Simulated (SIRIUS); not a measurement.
# NiMoIrPdW (P3m1) in SIRIUS: further runs, part 3 of 4

SIRIUS 7.12.0.

### Step 5. Equation of state, RPBE, collinear spin, ferromagnetic start, 16.13 Å³/atom

sirius.json

```json
{
  "control": {
    "processing_unit": "cpu",
    "std_evp_solver_name": "lapack",
    "gen_evp_solver_name": "lapack",
    "verbosity": 2,
    "print_forces": false,
    "ortho_rf": true,
    "use_second_variation": true,
    "rmt_max": 3.0,
    "num_bands_to_print": 24,
    "save_wf": true
  },
  "parameters": {
    "electronic_structure_method": "full_potential_lapwlo",
    "xc_functionals": ["XC_GGA_X_RPBE", "XC_GGA_C_PBE"],
    "core_relativity": "dirac",
    "valence_relativity": "iora",
    "num_fv_states": 90,
    "smearing": "fermi_dirac",
    "smearing_width": 0.0018374661,
    "pw_cutoff": 22,
    "gk_cutoff": 4.25,
    "lmax_apw": 11,
    "lmax_rho": 8,
    "lmax_pot": 8,
    "num_mag_dims": 1,
    "auto_rmt": 0,
    "ngridk": [3, 3, 2],
    "shiftk": [0, 0, 0],
    "num_dft_iter": 80,
    "energy_tol": 1e-07,
    "density_tol": 1e-05,
    "use_symmetry": true
  },
  "settings": {"tol_ne": 1e-10},
  "iterative_solver": {"type": "exact"},
  "mixer": {"type": "anderson", "beta": 0.4, "max_history": 8},
  "unit_cell": {
    "lattice_vectors": [[7.836127321, 0.0, 0.0], [-3.9180636605, 6.7862899724, -0.0], [0.0, -0.0, 10.2353047115]],
    "atom_types": ["Ir", "Mo", "Ni", "Pd", "W"],
    "atom_files": {"Ir": "Ir.json", "Mo": "Mo.json", "Ni": "Ni.json", "Pd": "Pd.json", "W": "W.json"},
    "atoms": {
      "Ir": [[0.33333, 0.66667, 0.25641, 0.0, 0.0, 0.6]],
      "Mo": [[0.66667, 0.33333, 0.45996, 0.0, 0.0, 1.0]],
      "Ni": [[0.0, 0.0, 0.02221, 0.0, 0.0, 1.0]],
      "Pd": [[0.33333, 0.66667, 0.74601, 0.0, 0.0, 0.0]],
      "W": [[0.66667, 0.33333, 0.99985, 0.0, 0.0, 0.0]]
    }
  }
}
```

Ir.json

```json
{
  "name": "iridium",
  "symbol": "Ir",
  "number": 77,
  "mass": 192.217,
  "rmin": 1e-06,
  "rmt": 2.29,
  "nrmt": 800,
  "rinf": 13.6,
  "core": "1s2s2p3s3p3d4s4p4d",
  "valence": [
    {"basis": [{"enu": 0.22, "dme": 0, "n": 0, "auto": 0}, {"enu": 0.22, "dme": 1, "n": 0, "auto": 0}]},
[... 30 lines left out ...]
    {"l": 3, "basis": [{"enu": 0.32, "dme": 0, "n": 0, "auto": 0}, {"enu": 0.32, "dme": 1, "n": 0, "auto": 0}]},
    {
      "l": 3,
      "basis": [{"enu": -1.7496, "dme": 0, "n": 4, "auto": 1}, {"enu": -1.7496, "dme": 1, "n": 4, "auto": 1}]
    },
    {
      "l": 3,
      "basis": [{"enu": -1.7496, "dme": 1, "n": 4, "auto": 1}, {"enu": 0.32, "dme": 0, "n": 0, "auto": 0}]
    },
    {"l": 3, "basis": [{"enu": 0.32, "dme": 0, "n": 0, "auto": 0}, {"enu": 4.744, "dme": 0, "n": 0, "auto": 0}]},
    {"l": 4, "basis": [{"enu": 0.32, "dme": 0, "n": 0, "auto": 0}, {"enu": 0.32, "dme": 1, "n": 0, "auto": 0}]},
    {"l": 4, "basis": [{"enu": 0.32, "dme": 0, "n": 0, "auto": 0}, {"enu": 3.9813, "dme": 0, "n": 0, "auto": 0}]}
  ],
  "free_atom": [... radial grid and density of the free atom, the start of the SCF ...]
}
```

Mo.json

```json
{
  "name": "molybdenum",
  "symbol": "Mo",
  "number": 42,
  "mass": 95.96,
[... 27 lines left out ...]
    },
    {
      "l": 1,
      "basis": [{"enu": -0.9513, "dme": 1, "n": 4, "auto": 1}, {"enu": 0.32, "dme": 0, "n": 0, "auto": 0}]
    },
    {"l": 1, "basis": [{"enu": 0.32, "dme": 0, "n": 0, "auto": 0}, {"enu": 4.1217, "dme": 0, "n": 0, "auto": 0}]},
    {"l": 2, "basis": [{"enu": 0.32, "dme": 0, "n": 0, "auto": 0}, {"enu": 0.32, "dme": 1, "n": 0, "auto": 0}]},
    {"l": 2, "basis": [{"enu": 0.32, "dme": 1, "n": 0, "auto": 0}, {"enu": 0.32, "dme": 2, "n": 0, "auto": 0}]},
    {
      "l": 2,
      "basis": [{"enu": -7.6678, "dme": 0, "n": 3, "auto": 1}, {"enu": -7.6678, "dme": 1, "n": 3, "auto": 1}]
    },
    {"l": 2, "basis": [{"enu": 0.32, "dme": 0, "n": 0, "auto": 0}, {"enu": 3.5431, "dme": 0, "n": 0, "auto": 0}]},
    {"l": 3, "basis": [{"enu": 0.32, "dme": 0, "n": 0, "auto": 0}, {"enu": 0.32, "dme": 1, "n": 0, "auto": 0}]},
    {"l": 3, "basis": [{"enu": 0.32, "dme": 0, "n": 0, "auto": 0}, {"enu": 3.915, "dme": 0, "n": 0, "auto": 0}]}
  ],
  "free_atom": [... radial grid and density of the free atom, the start of the SCF ...]
}
```

Ni.json

```json
{
  "name": "nickel",
  "symbol": "Ni",
  "number": 28,
  "mass": 58.6934,
  "rmin": 1e-06,
  "rmt": 2.07,
  "nrmt": 800,
  "rinf": 14.89,
  "core": "1s2s2p",
[... 22 lines left out ...]
    },
    {
      "l": 1,
      "basis": [{"enu": -2.0809, "dme": 1, "n": 3, "auto": 1}, {"enu": 0.32, "dme": 0, "n": 0, "auto": 0}]
    },
    {"l": 1, "basis": [{"enu": 0.32, "dme": 0, "n": 0, "auto": 0}, {"enu": 4.6141, "dme": 0, "n": 0, "auto": 0}]},
    {"l": 2, "basis": [{"enu": 0.309, "dme": 0, "n": 0, "auto": 0}, {"enu": 0.309, "dme": 1, "n": 0, "auto": 0}]},
    {"l": 2, "basis": [{"enu": 0.309, "dme": 1, "n": 0, "auto": 0}, {"enu": 0.309, "dme": 2, "n": 0, "auto": 0}]},
    {
      "l": 2,
      "basis": [{"enu": 0.309, "dme": 0, "n": 0, "auto": 0}, {"enu": 3.9497, "dme": 0, "n": 0, "auto": 0}]
    },
    {"l": 3, "basis": [{"enu": 0.32, "dme": 0, "n": 0, "auto": 0}, {"enu": 0.32, "dme": 1, "n": 0, "auto": 0}]},
    {"l": 3, "basis": [{"enu": 0.32, "dme": 0, "n": 0, "auto": 0}, {"enu": 4.3808, "dme": 0, "n": 0, "auto": 0}]}
  ],
  "free_atom": [... radial grid and density of the free atom, the start of the SCF ...]
}
```

Pd.json

```json
{
  "name": "palladium",
  "symbol": "Pd",
  "number": 46,
[... 19 lines left out ...]
    {
      "l": 1,
      "basis": [{"enu": -1.4049, "dme": 0, "n": 4, "auto": 1}, {"enu": -1.4049, "dme": 1, "n": 4, "auto": 1}]
    },
    {
      "l": 1,
      "basis": [{"enu": -1.4049, "dme": 1, "n": 4, "auto": 1}, {"enu": 0.32, "dme": 0, "n": 0, "auto": 0}]
    },
    {"l": 1, "basis": [{"enu": 0.32, "dme": 0, "n": 0, "auto": 0}, {"enu": 4.1217, "dme": 0, "n": 0, "auto": 0}]},
    {"l": 2, "basis": [{"enu": 0.32, "dme": 0, "n": 0, "auto": 0}, {"enu": 0.32, "dme": 1, "n": 0, "auto": 0}]},
    {"l": 2, "basis": [{"enu": 0.32, "dme": 1, "n": 0, "auto": 0}, {"enu": 0.32, "dme": 2, "n": 0, "auto": 0}]},
    {"l": 2, "basis": [{"enu": 0.32, "dme": 0, "n": 0, "auto": 0}, {"enu": 3.5431, "dme": 0, "n": 0, "auto": 0}]},
    {"l": 3, "basis": [{"enu": 0.32, "dme": 0, "n": 0, "auto": 0}, {"enu": 0.32, "dme": 1, "n": 0, "auto": 0}]},
    {"l": 3, "basis": [{"enu": 0.32, "dme": 0, "n": 0, "auto": 0}, {"enu": 3.915, "dme": 0, "n": 0, "auto": 0}]}
  ],
  "free_atom": [... radial grid and density of the free atom, the start of the SCF ...]
}
```

W.json

```json
{
  "name": "tungsten",
  "symbol": "W",
  "number": 74,
  "mass": 183.84,
  "rmin": 1e-06,
  "rmt": 2.29,
  "nrmt": 800,
  "rinf": 14.93,
  "core": "1s2s2p3s3p3d4s4p4d",
  "valence": [
    {"basis": [{"enu": 0.22, "dme": 0, "n": 0, "auto": 0}, {"enu": 0.22, "dme": 1, "n": 0, "auto": 0}]},
[... 30 lines left out ...]
    {"l": 3, "basis": [{"enu": 0.32, "dme": 0, "n": 0, "auto": 0}, {"enu": 0.32, "dme": 1, "n": 0, "auto": 0}]},
    {
      "l": 3,
      "basis": [{"enu": -0.7462, "dme": 0, "n": 4, "auto": 1}, {"enu": -0.7462, "dme": 1, "n": 4, "auto": 1}]
    },
    {
      "l": 3,
      "basis": [{"enu": -0.7462, "dme": 1, "n": 4, "auto": 1}, {"enu": 0.32, "dme": 0, "n": 0, "auto": 0}]
    },
    {"l": 3, "basis": [{"enu": 0.32, "dme": 0, "n": 0, "auto": 0}, {"enu": 4.744, "dme": 0, "n": 0, "auto": 0}]},
    {"l": 4, "basis": [{"enu": 0.32, "dme": 0, "n": 0, "auto": 0}, {"enu": 0.32, "dme": 1, "n": 0, "auto": 0}]},
    {"l": 4, "basis": [{"enu": 0.32, "dme": 0, "n": 0, "auto": 0}, {"enu": 3.9813, "dme": 0, "n": 0, "auto": 0}]}
  ],
  "free_atom": [... radial grid and density of the free atom, the start of the SCF ...]
}
```

sirius_start.json

```json
{
  "control": {
    "processing_unit": "cpu",
    "std_evp_solver_name": "lapack",
    "gen_evp_solver_name": "lapack",
    "verbosity": 1,
    "print_forces": false,
    "ortho_rf": true,
    "use_second_variation": true,
    "rmt_max": 3.0,
    "num_bands_to_print": 24,
    "save_wf": false
  },
  "parameters": {
    "electronic_structure_method": "full_potential_lapwlo",
    "xc_functionals": ["XC_LDA_X", "XC_LDA_C_PW"],
    "core_relativity": "dirac",
    "valence_relativity": "iora",
    "num_fv_states": 90,
    "smearing": "fermi_dirac",
    "smearing_width": 0.0055123983,
    "pw_cutoff": 22,
    "gk_cutoff": 3.4,
    "lmax_apw": 11,
    "lmax_rho": 8,
    "lmax_pot": 8,
    "num_mag_dims": 1,
    "auto_rmt": 0,
    "ngridk": [1, 1, 1],
    "shiftk": [0, 0, 0],
    "num_dft_iter": 30,
    "energy_tol": 0.01,
    "density_tol": 0.05,
    "use_symmetry": true
  },
  "settings": {"tol_ne": 1e-10},
  "iterative_solver": {"type": "exact"},
  "mixer": {"type": "anderson", "beta": 0.4, "max_history": 8},
  "unit_cell": {
    "lattice_vectors": [[7.836127321, 0.0, 0.0], [-3.9180636605, 6.7862899724, -0.0], [0.0, -0.0, 10.2353047115]],
    "atom_types": ["Ir", "Mo", "Ni", "Pd", "W"],
    "atom_files": {"Ir": "Ir.json", "Mo": "Mo.json", "Ni": "Ni.json", "Pd": "Pd.json", "W": "W.json"},
    "atoms": {
      "Ir": [[0.33333, 0.66667, 0.25641, 0.0, 0.0, 0.6]],
      "Mo": [[0.66667, 0.33333, 0.45996, 0.0, 0.0, 1.0]],
      "Ni": [[0.0, 0.0, 0.02221, 0.0, 0.0, 1.0]],
      "Pd": [[0.33333, 0.66667, 0.74601, 0.0, 0.0, 0.0]],
      "W": [[0.66667, 0.33333, 0.99985, 0.0, 0.0, 0.0]]
    }
  }
}
```

Started as:

```sh
OMP_NUM_THREADS=2 sirius.scf --input=sirius_start.json --output=start.json
OMP_NUM_THREADS=2 sirius.scf --input=sirius.json --output=output.json --task=1
```

Run time: 13 min. Hardware: 2 threads of Arm Neoverse V1, shared host; peak memory 1.4 GiB.

These settings aren't checked as converged: the numbers below hold their error.

Results:

```
Free energy                                       : -1214808.6522 eV
Band gap on the k mesh                            : none (metal or under the smearing width)
Net moment                                        : 0.00 μB per cell
All electrons inside the program's atomic spheres : Ni 26.61; Mo 39.23; Pd 43.97; Ir 74.66; W 71.27 (radii Ir 2.29, Mo 2.2, Ni 2.07, Pd 2.2, W 2.29 bohr)
```

Caveat: the k mesh is coarse (spacing up to 0.58 Å⁻¹), so the values aren't converged.

### Step 6. Equation of state, RPBE, collinear spin, ferromagnetic start, 16.45 Å³/atom (volume scaled by 1.02)

Changes to sirius.json since step 5:

```diff
@@ -39,3 +39,3 @@
   "unit_cell": {
-    "lattice_vectors": [[7.836127321, 0.0, 0.0], [-3.9180636605, 6.7862899724, -0.0], [0.0, -0.0, 10.2353047115]],
+    "lattice_vectors": [[7.8880237162, 0.0, 0.0], [-3.9440118582, 6.8312335999, -0.0], [0.0, -0.0, 10.303090162]],
     "atom_types": ["Ir", "Mo", "Ni", "Pd", "W"],
```

Ir.json

```json
{
  "name": "iridium",
  "symbol": "Ir",
  "number": 77,
  "mass": 192.217,
  "rmin": 1e-06,
  "rmt": 2.29,
  "nrmt": 800,
  "rinf": 13.6,
  "core": "1s2s2p3s3p3d4s4p4d",
  "valence": [
    {"basis": [{"enu": 0.21, "dme": 0, "n": 0, "auto": 0}, {"enu": 0.21, "dme": 1, "n": 0, "auto": 0}]},
[... 30 lines left out ...]
    {"l": 3, "basis": [{"enu": 0.31, "dme": 0, "n": 0, "auto": 0}, {"enu": 0.31, "dme": 1, "n": 0, "auto": 0}]},
    {
      "l": 3,
      "basis": [{"enu": -1.7596, "dme": 0, "n": 4, "auto": 1}, {"enu": -1.7596, "dme": 1, "n": 4, "auto": 1}]
    },
    {
      "l": 3,
      "basis": [{"enu": -1.7596, "dme": 1, "n": 4, "auto": 1}, {"enu": 0.31, "dme": 0, "n": 0, "auto": 0}]
    },
    {"l": 3, "basis": [{"enu": 0.31, "dme": 0, "n": 0, "auto": 0}, {"enu": 4.734, "dme": 0, "n": 0, "auto": 0}]},
    {"l": 4, "basis": [{"enu": 0.31, "dme": 0, "n": 0, "auto": 0}, {"enu": 0.31, "dme": 1, "n": 0, "auto": 0}]},
    {"l": 4, "basis": [{"enu": 0.31, "dme": 0, "n": 0, "auto": 0}, {"enu": 3.9713, "dme": 0, "n": 0, "auto": 0}]}
  ],
  "free_atom": [... radial grid and density of the free atom, the start of the SCF ...]
}
```

Mo.json

```json
{
  "name": "molybdenum",
  "symbol": "Mo",
  "number": 42,
  "mass": 95.96,
[... 27 lines left out ...]
    },
    {
      "l": 1,
      "basis": [{"enu": -0.9613, "dme": 1, "n": 4, "auto": 1}, {"enu": 0.31, "dme": 0, "n": 0, "auto": 0}]
    },
    {"l": 1, "basis": [{"enu": 0.31, "dme": 0, "n": 0, "auto": 0}, {"enu": 4.1117, "dme": 0, "n": 0, "auto": 0}]},
    {"l": 2, "basis": [{"enu": 0.31, "dme": 0, "n": 0, "auto": 0}, {"enu": 0.31, "dme": 1, "n": 0, "auto": 0}]},
    {"l": 2, "basis": [{"enu": 0.31, "dme": 1, "n": 0, "auto": 0}, {"enu": 0.31, "dme": 2, "n": 0, "auto": 0}]},
    {
      "l": 2,
      "basis": [{"enu": -7.6778, "dme": 0, "n": 3, "auto": 1}, {"enu": -7.6778, "dme": 1, "n": 3, "auto": 1}]
    },
    {"l": 2, "basis": [{"enu": 0.31, "dme": 0, "n": 0, "auto": 0}, {"enu": 3.5331, "dme": 0, "n": 0, "auto": 0}]},
    {"l": 3, "basis": [{"enu": 0.31, "dme": 0, "n": 0, "auto": 0}, {"enu": 0.31, "dme": 1, "n": 0, "auto": 0}]},
    {"l": 3, "basis": [{"enu": 0.31, "dme": 0, "n": 0, "auto": 0}, {"enu": 3.905, "dme": 0, "n": 0, "auto": 0}]}
  ],
  "free_atom": [... radial grid and density of the free atom, the start of the SCF ...]
}
```

Ni.json

```json
{
  "name": "nickel",
  "symbol": "Ni",
  "number": 28,
  "mass": 58.6934,
  "rmin": 1e-06,
  "rmt": 2.07,
  "nrmt": 800,
  "rinf": 14.89,
  "core": "1s2s2p",
[... 22 lines left out ...]
    },
    {
      "l": 1,
      "basis": [{"enu": -2.0909, "dme": 1, "n": 3, "auto": 1}, {"enu": 0.31, "dme": 0, "n": 0, "auto": 0}]
    },
    {"l": 1, "basis": [{"enu": 0.31, "dme": 0, "n": 0, "auto": 0}, {"enu": 4.6041, "dme": 0, "n": 0, "auto": 0}]},
    {"l": 2, "basis": [{"enu": 0.299, "dme": 0, "n": 0, "auto": 0}, {"enu": 0.299, "dme": 1, "n": 0, "auto": 0}]},
    {"l": 2, "basis": [{"enu": 0.299, "dme": 1, "n": 0, "auto": 0}, {"enu": 0.299, "dme": 2, "n": 0, "auto": 0}]},
    {
      "l": 2,
      "basis": [{"enu": 0.299, "dme": 0, "n": 0, "auto": 0}, {"enu": 3.9397, "dme": 0, "n": 0, "auto": 0}]
    },
    {"l": 3, "basis": [{"enu": 0.31, "dme": 0, "n": 0, "auto": 0}, {"enu": 0.31, "dme": 1, "n": 0, "auto": 0}]},
    {"l": 3, "basis": [{"enu": 0.31, "dme": 0, "n": 0, "auto": 0}, {"enu": 4.3708, "dme": 0, "n": 0, "auto": 0}]}
  ],
  "free_atom": [... radial grid and density of the free atom, the start of the SCF ...]
}
```

Pd.json

```json
{
  "name": "palladium",
  "symbol": "Pd",
  "number": 46,
[... 19 lines left out ...]
    {
      "l": 1,
      "basis": [{"enu": -1.4149, "dme": 0, "n": 4, "auto": 1}, {"enu": -1.4149, "dme": 1, "n": 4, "auto": 1}]
    },
    {
      "l": 1,
      "basis": [{"enu": -1.4149, "dme": 1, "n": 4, "auto": 1}, {"enu": 0.31, "dme": 0, "n": 0, "auto": 0}]
    },
    {"l": 1, "basis": [{"enu": 0.31, "dme": 0, "n": 0, "auto": 0}, {"enu": 4.1117, "dme": 0, "n": 0, "auto": 0}]},
    {"l": 2, "basis": [{"enu": 0.31, "dme": 0, "n": 0, "auto": 0}, {"enu": 0.31, "dme": 1, "n": 0, "auto": 0}]},
    {"l": 2, "basis": [{"enu": 0.31, "dme": 1, "n": 0, "auto": 0}, {"enu": 0.31, "dme": 2, "n": 0, "auto": 0}]},
    {"l": 2, "basis": [{"enu": 0.31, "dme": 0, "n": 0, "auto": 0}, {"enu": 3.5331, "dme": 0, "n": 0, "auto": 0}]},
    {"l": 3, "basis": [{"enu": 0.31, "dme": 0, "n": 0, "auto": 0}, {"enu": 0.31, "dme": 1, "n": 0, "auto": 0}]},
    {"l": 3, "basis": [{"enu": 0.31, "dme": 0, "n": 0, "auto": 0}, {"enu": 3.905, "dme": 0, "n": 0, "auto": 0}]}
  ],
  "free_atom": [... radial grid and density of the free atom, the start of the SCF ...]
}
```

W.json

```json
{
  "name": "tungsten",
  "symbol": "W",
  "number": 74,
  "mass": 183.84,
  "rmin": 1e-06,
  "rmt": 2.29,
  "nrmt": 800,
  "rinf": 14.93,
  "core": "1s2s2p3s3p3d4s4p4d",
  "valence": [
    {"basis": [{"enu": 0.21, "dme": 0, "n": 0, "auto": 0}, {"enu": 0.21, "dme": 1, "n": 0, "auto": 0}]},
[... 30 lines left out ...]
    {"l": 3, "basis": [{"enu": 0.31, "dme": 0, "n": 0, "auto": 0}, {"enu": 0.31, "dme": 1, "n": 0, "auto": 0}]},
    {
      "l": 3,
      "basis": [{"enu": -0.7562, "dme": 0, "n": 4, "auto": 1}, {"enu": -0.7562, "dme": 1, "n": 4, "auto": 1}]
    },
    {
      "l": 3,
      "basis": [{"enu": -0.7562, "dme": 1, "n": 4, "auto": 1}, {"enu": 0.31, "dme": 0, "n": 0, "auto": 0}]
    },
    {"l": 3, "basis": [{"enu": 0.31, "dme": 0, "n": 0, "auto": 0}, {"enu": 4.734, "dme": 0, "n": 0, "auto": 0}]},
    {"l": 4, "basis": [{"enu": 0.31, "dme": 0, "n": 0, "auto": 0}, {"enu": 0.31, "dme": 1, "n": 0, "auto": 0}]},
    {"l": 4, "basis": [{"enu": 0.31, "dme": 0, "n": 0, "auto": 0}, {"enu": 3.9713, "dme": 0, "n": 0, "auto": 0}]}
  ],
  "free_atom": [... radial grid and density of the free atom, the start of the SCF ...]
}
```

Changes to sirius_start.json since step 5:

```diff
@@ -39,3 +39,3 @@
   "unit_cell": {
-    "lattice_vectors": [[7.836127321, 0.0, 0.0], [-3.9180636605, 6.7862899724, -0.0], [0.0, -0.0, 10.2353047115]],
+    "lattice_vectors": [[7.8880237162, 0.0, 0.0], [-3.9440118582, 6.8312335999, -0.0], [0.0, -0.0, 10.303090162]],
     "atom_types": ["Ir", "Mo", "Ni", "Pd", "W"],
```

Potentials or basis: all-electron FP-LAPW, apw+lo standard.

Started as:

```sh
OMP_NUM_THREADS=2 sirius.scf --input=sirius_start.json --output=start.json
OMP_NUM_THREADS=2 sirius.scf --input=sirius.json --output=output.json --task=1
```

Run time: 13 min. Hardware: 2 threads of Arm Neoverse V1, shared host; peak memory 1.4 GiB.

These settings aren't checked as converged: the numbers below hold their error.

Results:

- Free energy: -1214808.6775 eV
- Band gap on the k mesh: none (metal or under the smearing width)
- Net moment: 0.00 μB per cell
- All electrons inside the program's atomic spheres: Ni 26.59; Mo 39.21; Pd 43.96; Ir 74.63; W 71.24 (radii Ir 2.29, Mo 2.2, Ni 2.07, Pd 2.2, W 2.29 bohr)

Caveat: the k mesh is coarse (spacing up to 0.58 Å⁻¹), so the values aren't converged.

(Part 3 of 4 ends here.)
